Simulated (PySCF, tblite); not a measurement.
**C₆H₁₄SSi: geometry, infrared bands and NMR shifts**

Aim: predict the infrared bands and NMR shifts of C₆H₁₄SSi (`CCS[C@@H]1C[Si@H]1CC`).

The runs use tblite 0.8.0 and PySCF 2.14.0, with density-fitted response routines of our own; the level of theory stands in each step. All values are computed, except where a source is named. Atoms count from 0, in the outputs and in this text.

## (1) The starting structure

22 atoms, charge 0, multiplicity 1; geometry from: force field or distance geometry start.

Bonds of the start (Å): C0–C1 1.53, C1–S2 1.83, S2–C3 1.84, C3–C4 1.51, C4–Si5 1.87, Si5–C6 1.86, C6–C7 1.52, Si5–C3 1.85, C0–H8 1.10, C0–H9 1.12, C0–H10 1.11, C1–H11 1.10, C1–H12 1.11, C3–H13 1.10, C4–H14 1.11, C4–H15 1.11, Si5–H16 1.47, C6–H17 1.10, C6–H18 1.11, C7–H19 1.11, C7–H20 1.12, C7–H21 1.11.

## (2) Geometry optimisation with GFN2-xTB

What the job is given:

```
{"job": {"kind": "relax", "xc": "GFN2-xTB", "basis": "xTB"}, "charge": 0, "multiplicity": 1}
C      3.639100    -0.152300    -0.375300
C      2.960300     0.972600     0.399400
S      1.741400     0.142600     1.475600
C      0.404200    -0.366900     0.323900
C     -0.400300     0.826700    -0.143000
Si    -1.338300    -0.369600     0.954400
C     -2.684400    -1.232400     0.004800
C     -3.479500    -0.114200    -0.652200
H      4.704400     0.063800    -0.540500
H      3.561200    -1.057300     0.273500
H      3.061500    -0.352300    -1.296200
H      3.676200     1.568300     0.993300
H      2.425300     1.624200    -0.316000
H      0.746800    -1.107400    -0.416800
H     -0.624500     0.793800    -1.226000
H     -0.231700     1.804300     0.356100
H     -1.568600     0.079700     2.330000
H     -2.303100    -1.880700    -0.801800
H     -3.398500    -1.760400     0.678400
H     -2.998600     0.162800    -1.616200
H     -3.364600     0.769500     0.023100
H     -4.538600    -0.395500    -0.814800
```

Command:

```console
$ OMP_NUM_THREADS=1 python probes_run.py task.json out
```

One launch serves the whole session: the jobs run in the order shown.

Log:

```text
step      E/eV     max force
  0    -676.52057    1.819
  1    -676.71846    0.900
  2    -676.83666    0.638
  3    -676.90991    0.566
  4    -676.96384    0.442
  5    -676.99674    0.395
  6    -677.01537    0.293
  7    -677.03050    0.326
  8    -677.04647    0.408
  9    -677.06393    0.410
 10    -677.08067    0.285
 11    -677.09416    0.238
 12    -677.10432    0.194
 13    -677.11301    0.227
 14    -677.12192    0.231
 15    -677.13165    0.263
 16    -677.14143    0.291
 17    -677.15070    0.210
 18    -677.16008    0.216
 19    -677.17053    0.242
 20    -677.18246    0.240
 21    -677.19380    0.248
 22    -677.20285    0.208
 23    -677.21109    0.218
 24    -677.21964    0.191
 25    -677.22787    0.217
 26    -677.23541    0.182
 27    -677.24250    0.179
 28    -677.24994    0.224
 29    -677.25812    0.222
 30    -677.26617    0.223
 31    -677.27264    0.164
 32    -677.27732    0.211
 33    -677.28057    0.197
 34    -677.28344    0.159
 35    -677.28659    0.108
 36    -677.29082    0.095
 37    -677.29228    0.097
 38    -677.29433    0.101
 39    -677.29573    0.077
 40    -677.29755    0.101
 41    -677.29926    0.125
 42    -677.30086    0.105
 43    -677.30224    0.079
 44    -677.30365    0.076
 45    -677.30511    0.081
 46    -677.30643    0.096
 47    -677.30730    0.066
 48    -677.30776    0.039
 49    -677.30801    0.034
 50    -677.30822    0.030
 51    -677.30843    0.034
 52    -677.30865    0.033
 53    -677.30885    0.032
 54    -677.30904    0.032
 55    -677.30926    0.033
 56    -677.30955    0.038
 57    -677.30987    0.042
 58    -677.31014    0.035
 59    -677.31038    0.036
 60    -677.31069    0.049
 61    -677.31117    0.054
 62    -677.31177    0.068
 63    -677.31228    0.048
 64    -677.31261    0.041
 65    -677.31293    0.054
 66    -677.31334    0.057
 67    -677.31377    0.059
 68    -677.31406    0.039
 69    -677.31426    0.042
 70    -677.31447    0.039
 71    -677.31471    0.047
 72    -677.31495    0.042
 73    -677.31516    0.040
 74    -677.31541    0.053
 75    -677.31582    0.066
 76    -677.31643    0.087
 77    -677.31712    0.085
 78    -677.31767    0.052
 79    -677.31809    0.044
 80    -677.31844    0.048
 81    -677.31883    0.063
 82    -677.31922    0.049
 83    -677.31956    0.038
 84    -677.31985    0.037
 85    -677.32022    0.046
 86    -677.32063    0.045
 87    -677.32098    0.054
 88    -677.32123    0.037
 89    -677.32149    0.034
 90    -677.32175    0.034
 91    -677.32204    0.040
 92    -677.32230    0.038
 93    -677.32251    0.038
 94    -677.32271    0.040
 95    -677.32292    0.030
 96    -677.32313    0.032
 97    -677.32336    0.036
 98    -677.32360    0.036
 99    -677.32389    0.035
100    -677.32421    0.047
101    -677.32467    0.059
102    -677.32534    0.068
103    -677.32613    0.050
104    -677.32680    0.056
105    -677.32726    0.075
106    -677.32774    0.080
107    -677.32832    0.058
108    -677.32971    0.051
109    -677.33018    0.053
110    -677.33066    0.053
111    -677.33097    0.041
112    -677.33141    0.036
113    -677.33171    0.038
114    -677.33195    0.028
115    -677.33209    0.023
116    -677.33223    0.020
117    -677.33235    0.025
118    -677.33251    0.029
119    -677.33263    0.026
120    -677.33272    0.019
121    -677.33280    0.018
122    -677.33289    0.026
123    -677.33303    0.034
124    -677.33325    0.035
125    -677.33355    0.037
126    -677.33394    0.044
127    -677.33437    0.041
128    -677.33485    0.057
129    -677.33540    0.058
130    -677.33601    0.051
131    -677.33653    0.093
132    -677.33712    0.074
133    -677.33764    0.038
134    -677.33806    0.034
135    -677.33825    0.035
136    -677.33846    0.025
137    -677.33858    0.023
138    -677.33870    0.022
139    -677.33884    0.024
140    -677.33898    0.023
141    -677.33908    0.022
142    -677.33914    0.015
143    -677.33917    0.012
144    -677.33921    0.010
145    -677.33925    0.012
146    -677.33930    0.017
147    -677.33936    0.016
148    -677.33941    0.017
149    -677.33946    0.015
150    -677.33952    0.016
151    -677.33960    0.020
152    -677.33970    0.022
153    -677.33979    0.019
154    -677.33987    0.017
155    -677.33996    0.017
156    -677.34006    0.019
157    -677.34015    0.019
158    -677.34020    0.013
159    -677.34024    0.012
160    -677.34026    0.008
```

Wall time 1.5 s (1 thread of Arm Neoverse V1, shared host).

The steps of the relaxation: (not every step is listed)

```tsv
step	energy from step 0 (eV)	largest force (eV/Å)
0	0.0000	1.8189
1	-0.1979	0.8998
2	-0.3161	0.6379
3	-0.3893	0.5664
4	-0.4433	0.4424
5	-0.4762	0.3948
6	-0.4948	0.2935
7	-0.5099	0.3262
8	-0.5259	0.4078
22	-0.6823	0.2080
36	-0.7703	0.0953
50	-0.7876	0.0297
64	-0.7920	0.0407
78	-0.7971	0.0521
92	-0.8017	0.0381
106	-0.8072	0.0795
120	-0.8121	0.0188
134	-0.8175	0.0339
148	-0.8188	0.0166
155	-0.8194	0.0171
156	-0.8195	0.0193
157	-0.8196	0.0187
158	-0.8196	0.0128
159	-0.8197	0.0121
160	-0.8197	0.0084
```

Distances of close pairs at the start and the end, largest changes first:

```tsv
bond	before (Å)	after (Å)	change (Å)
S2–C3	1.837	1.792	-0.045
C3–Si5	1.853	1.892	+0.039
Si5–C6	1.860	1.893	+0.034
C7–H20	1.118	1.087	-0.031
C4–H15	1.111	1.082	-0.029
C0–H9	1.116	1.088	-0.029
C7–H19	1.112	1.087	-0.025
C3–C4	1.513	1.537	+0.024
```

The end geometry stands in the next job.

## (3) Vibrational analysis with GFN2-xTB

What the job is given:

```
{"job": {"kind": "ir", "xc": "GFN2-xTB", "basis": "xTB"}, "charge": 0, "multiplicity": 1}
C      3.725924    -0.288351    -0.269724
C      3.065822     0.757169     0.607447
S      1.655435     0.088359     1.567238
C      0.456726    -0.189925     0.264675
C     -0.137984     1.056040    -0.411493
Si    -1.376759     0.093523     0.633507
C     -2.639067    -1.040081    -0.207042
C     -3.990787    -0.360183    -0.392171
H      4.601893     0.135519    -0.757367
H      4.035461    -1.142328     0.328701
H      3.039415    -0.635291    -1.039135
H      3.756904     1.129056     1.363074
H      2.691986     1.596041     0.019939
H      0.777187    -0.988977    -0.392770
H     -0.150116     1.035259    -1.493958
H      0.236709     1.999689    -0.038653
H     -1.722430     0.644752     1.932973
H     -2.261973    -1.362855    -1.178640
H     -2.777906    -1.942614     0.389885
H     -3.896984     0.516112    -1.028718
H     -4.393457    -0.040299     0.565953
H     -4.706411    -1.041228    -0.849931
```

Log:

```text
mode    cm-1     km/mol
  1      34.4      0.11
  2      43.7      0.28
  3      56.1      0.17
  4      95.5      2.22
  5     106.7      3.28
  6     162.2      5.48
  7     180.4      0.56
  8     220.2      0.19
  9     245.6      1.03
 10     276.6      0.65
 11     323.6      1.80
 12     351.9      5.17
 13     480.1     66.56
 14     606.7    102.29
 15     639.7      4.17
 16     657.2     10.23
 17     665.6     12.92
 18     705.4     31.25
 19     737.2     45.01
 20     770.5     29.92
 21     785.1     50.58
 22     789.1     56.12
 23     916.8     21.73
 24     983.9      7.23
 25    1013.7      5.51
 26    1021.6      6.76
 27    1024.7      8.84
 28    1035.0     32.69
 29    1050.6      3.52
 30    1076.3      4.52
 31    1078.1      3.36
 32    1088.5     60.97
 33    1195.9     12.98
 34    1228.5      1.24
 35    1238.0      2.95
 36    1251.6     25.03
 37    1289.9      2.92
 38    1403.2      4.98
 39    1420.7      0.88
 40    1424.7      1.94
 41    1445.5      0.80
 42    1473.0      1.20
 43    1490.6      4.16
 44    1498.0      1.76
 45    1510.1      2.28
 46    1513.9      3.08
 47    2343.9    232.92
 48    2972.4     27.91
 49    2975.8     14.46
 50    2984.1     19.90
 51    2999.9      5.97
 52    3002.6     24.83
 53    3017.2     53.54
 54    3019.7     46.46
 55    3033.6     32.11
 56    3033.9     35.87
 57    3039.5     17.70
 58    3040.4     31.60
 59    3040.9     21.42
 60    3062.7     26.60
```

Run time: 1.1 s. Hardware: 1 thread of Arm Neoverse V1, shared host.

The strongest bands and the atoms that carry them (share of the mass-weighted mode):

```tsv
cm⁻¹	km/mol	atoms
480	66.6	H16 75 %, Si5 13 %
607	102.3	H16 84 %
785	50.6	H12 21 %, H11 20 %, H10 12 %, H9 11 %
789	56.1	Si5 32 %, C3 10 %
1088	61.0	C3 28 %, C4 21 %, H15 17 %
2344	232.9	H16 97 %
3017	53.5	H21 87 %
3020	46.5	H8 88 %
```

## (4) Shielding tensors: PBE0/pcSseg-1

The job, as its differences from that of step 3:

```diff
@@ -1,2 +1,2 @@
-{"job": {"kind": "ir", "xc": "GFN2-xTB", "basis": "xTB"}, "charge": 0, "multiplicity": 1}
+{"job": {"kind": "nmr", "xc": "PBE0", "basis": "pcSseg-1"}, "charge": 0, "multiplicity": 1}
 C      3.725924    -0.288351    -0.269724
```

Level: GIAO PBE0/pcSseg-1 NMR shielding, non-relativistic, gas phase.

Log:

```text
coarse grid: 18448 points
cycle   1  E = -923.9886318707  dE =  6.659e-01  |g| = 4.868e-01  |ddm| = 4.162e+00
cycle   2  E = -923.9663418204  dE =  2.229e-02  |g| = 5.752e-01  |ddm| = 1.030e+00
cycle   3  E = -924.0535616239  dE = -8.722e-02  |g| = 7.741e-02  |ddm| = 5.960e-01
cycle   4  E = -924.0549600541  dE = -1.398e-03  |g| = 3.422e-02  |ddm| = 1.345e-01
cycle   5  E = -924.0552482494  dE = -2.882e-04  |g| = 7.719e-03  |ddm| = 3.849e-02
cycle   6  E = -924.0552633441  dE = -1.509e-05  |g| = 2.617e-03  |ddm| = 1.275e-02
cycle   7  E = -924.0552649137  dE = -1.570e-06  |g| = 5.562e-04  |ddm| = 3.210e-03
final grid: 166128 points
cycle   8  E = -924.1065492752  dE = -4.010e-05  |g| = 1.095e-02  |ddm| = 3.102e-02
cycle   9  E = -924.1065275726  dE =  2.170e-05  |g| = 1.425e-02  |ddm| = 2.139e-02
cycle  10  E = -924.1065792899  dE = -5.172e-05  |g| = 1.308e-03  |ddm| = 1.367e-02
cycle  11  E = -924.1065797489  dE = -4.590e-07  |g| = 3.164e-04  |ddm| = 1.847e-03
cycle  12  E = -924.1065797732  dE = -2.428e-08  |g| = 9.220e-05  |ddm| = 3.931e-04
cycle  13  E = -924.1065797754  dE = -2.184e-09  |g| = 2.843e-05  |ddm| = 1.462e-04
cycle  14  E = -924.1065797756  dE = -1.944e-10  |g| = 7.514e-06  |ddm| = 3.386e-05
converged SCF energy = -924.1065797756

GIAO shielding tensors (ppm)
atom      isotropic    diamagn.    paramagn.     s11        s22        s33       span
  0 C      171.393     247.361     -75.968    148.688    177.525    187.967     39.280
  1 C      155.616     253.043     -97.427    139.996    153.460    173.391     33.395
  2 S      450.567    1058.523    -607.955    350.137    410.984    590.582    240.445
  3 C      172.749     257.546     -84.797    139.746    169.561    208.939     69.193
  4 C      177.978     257.007     -79.029    140.598    183.367    209.967     69.369
  5 Si     451.853     884.207    -432.354    332.583    349.802    673.175    340.592
  6 C      179.764     254.585     -74.821    169.832    182.783    186.677     16.845
  7 C      174.853     243.810     -68.957    166.003    170.001    188.555     22.553
  8 H       30.399      27.060       3.339     25.297     27.303     38.598     13.301
  9 H       30.615      29.260       1.355     26.263     28.616     36.967     10.703
 10 H       30.118      31.650      -1.532     24.892     31.290     34.172      9.280
 11 H       29.663      30.938      -1.274     23.435     27.972     37.583     14.148
 12 H       28.965      33.077      -4.112     23.436     29.607     33.853     10.417
 13 H       29.369      35.445      -6.076     21.824     29.743     36.539     14.715
 14 H       30.639      33.885      -3.246     25.912     26.580     39.425     13.513
 15 H       31.259      33.554      -2.295     25.912     29.028     38.836     12.924
 16 H       28.629      31.587      -2.958     22.566     27.678     35.645     13.079
 17 H       31.356      34.411      -3.055     25.414     31.093     37.561     12.148
 18 H       30.416      32.027      -1.612     24.584     29.953     36.710     12.126
 19 H       30.584      28.435       2.149     25.547     29.814     36.390     10.843
 20 H       30.631      27.184       3.446     25.988     29.028     36.876     10.888
 21 H       30.212      25.434       4.779     24.835     27.324     38.478     13.643
```

It took 51 s on 1 thread of Arm Neoverse V1, shared host; peak memory 1 GiB.

The references, computed at this level on geometries of the same kind, shield at (ppm): ¹H TMS 31.72, ¹³C TMS 186.9, ²⁹Si TMS 349.2, ³³S CS2 504. Their shielding less the atom's gives the shift. The references are single molecules in the gas phase. Atoms listed in one row are averaged.

```tsv
atoms	environment	σ (ppm)	δ (ppm)	δ scaled to CDCl3
C1	sp3 CH2 bonded to S	155.6	31.3	24.2
C0	methyl carbon	171.4	15.5	13.2
C3	three-membered-ring carbon	172.7	14.2	7.5
C7	methyl carbon	174.9	12.1	9.9
C4	three-membered-ring carbon	178.0	8.9	6.8
C6	sp3 CH2 bonded to Si	179.8	7.2	5.1
H16	hydrogen on a silicon bonded to 3 C, in a 3-membered ring	28.63	3.09	–
H12	hydrogen on an sp3 CH2 bonded to S	28.97	2.75	2.70
H13	hydrogen on a three-membered-ring carbon	29.37	2.35	2.32
H11	hydrogen on an sp3 CH2 bonded to S	29.66	2.05	2.04
H8, H9, H10	hydrogen on a methyl carbon	30.38	1.34	1.37
H18	hydrogen on an sp3 CH2 bonded to Si	30.42	1.30	1.33
H19, H20, H21	hydrogen on a methyl carbon	30.48	1.24	1.28
H14	hydrogen on a three-membered-ring carbon	30.64	1.08	1.12
H15	hydrogen on a three-membered-ring carbon	31.26	0.46	0.54
H17	hydrogen on an sp3 CH2 bonded to Si	31.36	0.36	0.45
S2	sulfide sulfur	451	53	–
Si5	silicon bonded to 3 C, H, in a 3-membered ring	451.9	-102.7	–
```

The scaled column applies a straight-line fit of computed shieldings to shifts measured in CDCl3, with any fitted terms for Cl, Br or S neighbours (root-mean-square error 0.16 ppm for H, 1.9 ppm for C).

The run also stored atomic charges by several schemes (e):

```tsv
atoms	Mulliken	IAO	Hirshfeld	ESP fit
C0	-0.26	-0.42	-0.12	-0.33
C1	-0.36	-0.33	-0.07	0.19
S2	0.02	0.07	-0.02	-0.30
C3	-0.57	-0.47	-0.14	-0.15
C4	-0.42	-0.53	-0.18	-0.56
Si5	0.72	0.81	0.34	0.23
C6	-0.56	-0.53	-0.15	-0.02
C7	-0.30	-0.41	-0.12	-0.19
```

Mayer bond orders: C0–C1 1.03, C1–S2 0.99, S2–C3 1.02, C3–C4 0.85, C4–Si5 0.96, Si5–C6 0.94, C6–C7 1.05, Si5–C3 0.86.

Ring of atoms C3, C4, Si5: NICS(0) -26.6, NICS(1) -7.7, NICS(1)zz -15.0 ppm (means of both faces).

In rings of three or four atoms NICS is ruled by the nearby σ bonds, so it says little on aromaticity.

Orbitals, density, ELF and potential are computed afterwards from the orbital file.

Frontier orbitals at PBE0/pcSseg-1, with the share of their density that lies nearest to each atom:

```tsv
orbital	energy (eV)	lies on
HOMO	-6.06	S2 70 %
LUMO	0.47	Si5 26 %; H16 15 %; C3, C4 about 9 % each
```

ELF in a plane through or near 6 of the atoms.

Ten even steps from '0' (0.00) to '9' (1.00):
```
0000000000000000000000000000
0000000000000000000000000000
0000000000000000000000000000
0000000000000000000000000000
0000000000000000110000000000
0000068510110002441002300000
0000189842210014551038940000
0000089845321132112069970000
0000027456345541605179950000
0000004735265270428566720000
0000135882154262187773762000
0000254351069852373286997000
0000146463089940155433997000
0000037765089940068610793000
0000014434039910067300020000
0000000000000000012000000000
0000000000000000000000000000
0000000000000000000000000000
0000000000000000000000000000
0000000000000000000000000000
```
The map spans 14.8 Å across and 8.6 Å up, centred on the molecule. Atoms in the plane (x, y in Å): C0 (-3.7, -0.8), C1 (-3.2, 0.6), C3 (-0.4, -0.1), C6 (2.7, -0.7), H13 (-0.7, -1.1), H20 (4.3, 0.7).

On the surface of density 0.002 e/bohr³ the electrostatic potential runs, from the 1st to the 99th percentile, from -1.24 V near S2 to 0.82 V near H16.

## (5) Summary of results

```
                                                              quantity                                                           value
                             strongest single infrared mode (GFN2-xTB)                                           2344 cm⁻¹, 233 km/mol
                                          zero-point energy (GFN2-xTB)                                                  114.6 kcal/mol
                                ¹³C shifts against TMS (PBE0/pcSseg-1)                            31.3, 15.5, 14.2, 12.1, 8.9, 7.2 ppm
¹H shifts against TMS (PBE0/pcSseg-1, means over atoms taken as alike)  3.09, 2.75, 2.35, 2.05, 1.34, 1.30, 1.24, 1.08, 0.46, 0.36 ppm
                                ³³S shifts against CS2 (PBE0/pcSseg-1)                                                          53 ppm
                               ²⁹Si shifts against TMS (PBE0/pcSseg-1)                                                      -102.7 ppm
                                 surface potential, 1st and 99th percentile                                              -1.24 V and 0.82 V
```

In words: Over 160 steps the energy fell by 0.820 eV; of the close pairs, S2–C3 changed most, 1.837 to 1.792 Å. All 60 modes are real, so the xTB geometry is a minimum. The strongest single mode, at 2344 cm⁻¹, moves mainly H16. Unscaled tight-binding wavenumbers are off by several per cent, some by more. Its intensities can rank the bands wrongly. At PBE0/pcSseg-1: Shielding is most anisotropic at Si5 (span 341 ppm, paramagnetic term -432 ppm).
